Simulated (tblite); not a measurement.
# C7H9OPSe: the cost of one run

Computed with tblite 0.8.0 and PySCF 2.14.0, with density-fitted response routines of our own, on a single molecule in the gas phase. Atoms are numbered from 0 throughout.

## Step 1: The starting structure

19 atoms, charge 0, multiplicity 1; geometry from: force field or distance geometry start.

Bonds of the start (Å): C0–C1 1.49, C1–C2 1.53, C2–P3 1.78, P3–Se4 2.07, P3–C5 1.78, C5–C6 1.38, C6–C7 1.39, C7–C8 1.39, C8–O9 1.33, P3–C1 1.81, O9–C5 1.31, C0–H10 1.12, C0–H11 1.13, C0–H12 1.12, C1–H13 1.10, C2–H14 1.09, C2–H15 1.12, C6–H16 1.09, C7–H17 1.07, C8–H18 1.09.

## Step 2: Geometry optimisation with GFN2-xTB

Job settings and geometry (Å):

```
{"job": {"kind": "relax", "xc": "GFN2-xTB", "basis": "xTB"}, "charge": 0, "multiplicity": 1}
C     -3.124700     0.434300     0.062700
C     -1.720300     0.393000    -0.418600
C     -1.296200    -1.001300    -0.900200
P     -0.437200    -0.432600     0.555800
Se    -0.801100    -1.835800     2.036600
C      1.253000     0.113100     0.461400
C      2.377100    -0.689400     0.507400
C      3.482500     0.142500     0.404800
C      2.947700     1.420300     0.292000
O      1.621300     1.361700     0.337500
H     -3.756100     0.924500    -0.719900
H     -3.534100    -0.601400     0.248900
H     -3.253800     0.982100     1.034400
H     -1.403800     1.219700    -1.077800
H     -0.800700    -0.986400    -1.872300
H     -2.062400    -1.813000    -0.784300
H      2.426800    -1.771700     0.617700
H      4.509700    -0.163500     0.400500
H      3.562300     2.313100     0.194000
```

Launch:

```
> OMP_NUM_THREADS=1 python probes_run.py task.json out
```

The driver reads the jobs from task.json and runs them one after another.

Q: Estimate the wall time and peak memory of this first job on 1 thread of Arm Neoverse N1, shared host.

About 2.6 s, with a peak of 0.18 GiB.
